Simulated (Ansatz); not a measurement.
Write a Python script for Ansatz 0.2.0 through its Python package that makes a comparison of dispersion corrections of C3H7ClSi, SMILES [SiH3]C1(Cl)CC1. Settings (for the species named): BLYP, def2-SVP basis, multiplicity 1, D3BJ dispersion.

| atom | x (Å) | y (Å) | z (Å) |
| --- | --- | --- | --- |
| Si | -1.6427 | 0.0043 | 0.0723 |
| C | 0.0907 | 0.2005 | -0.5338 |
| Cl | 0.2444 | 0.8566 | -2.1774 |
| C | 1.2329 | 0.5655 | 0.4739 |
| C | 1.0936 | -0.8448 | -0.1042 |
| H | -2.4697 | -0.8511 | -0.8149 |
| H | -1.6955 | -0.5058 | 1.4436 |
| H | -2.3227 | 1.3925 | 0.0881 |
| H | 0.8985 | 0.7057 | 1.5631 |
| H | 1.9853 | 1.1882 | 0.1859 |
| H | 0.7722 | -1.6360 | 0.6003 |
| H | 1.8900 | -1.1308 | -0.7628 |

`disp_c3h7clsi.py`:
```python
# -*- coding: utf-8 -*-
"""Dispersion corrections for C3H7ClSi."""

import logging
import sys

import ansatz as az
from ase import Atoms

logging.basicConfig(stream=sys.stdout, format="%(levelname)s %(message)s")
log = logging.getLogger("run")
log.setLevel(logging.INFO)

BASIS = "def2-SVP"


def main():
    atoms = Atoms(["Si", "C", "Cl", "C", "C", "H", "H", "H", "H", "H", "H", "H"], positions=[
        (-1.6427, 0.0043, 0.0723),
        (0.0907, 0.2005, -0.5338),
        (0.2444, 0.8566, -2.1774),
        (1.2329, 0.5655, 0.4739),
        (1.0936, -0.8448, -0.1042),
        (-2.4697, -0.8511, -0.8149),
        (-1.6955, -0.5058, 1.4436),
        (-2.3227, 1.3925, 0.0881),
        (0.8985, 0.7057, 1.5631),
        (1.9853, 1.1882, 0.1859),
        (0.7722, -1.636, 0.6003),
        (1.89, -1.1308, -0.7628),
    ])
    geometry = az.Crystal.molecule_from_ase(atoms)

    setup = geometry.calculation().basis(gaussian=BASIS)
    for name in ["blyp", "r2scan"]:
        for correction in ("d3bj", "d4"):
            rep = setup.functional(name, dispersion=correction).run().report
            log.info(f"{name:8s} {correction:5s} total {rep['free_energy_ev']:.5f} eV, of which dispersion {1000 * rep['dispersion']['energy']['ev']:.2f} meV")


if __name__ == "__main__":
    main()
```

`python disp_c3h7clsi.py` gives:
```text
INFO blyp     d3bj  total -23613.56663 eV, of which dispersion -653.55 meV
INFO blyp     d4    total -23613.56599 eV, of which dispersion -652.90 meV
DeckWarning: the engine holds no damping parameters fitted to this dispersion correction and functional, so the run takes those fitted to r2scan beside the three-body term, which d3bj leaves out (hamiltonian.dispersion, under Limitations)
INFO r2scan   d3bj  total -23611.94657 eV, of which dispersion -85.46 meV
INFO r2scan   d4    total -23611.93365 eV, of which dispersion -72.54 meV
```
(Warnings from the package without file and line.)

Caveats:
- Total energies depend on the basis set; only differences at equal settings carry meaning.
- The geometry is a force-field or estimated start, not a minimum of this method, and the basis set is short of its limit. D4 holds the three-body term, and d3bj doesn't.
- A dispersion term here runs with damping parameters fitted for another variant or functional.
- Finished in 23 s on 1 thread of Arm Neoverse V2, on a shared host, peak memory 0.24 GiB.
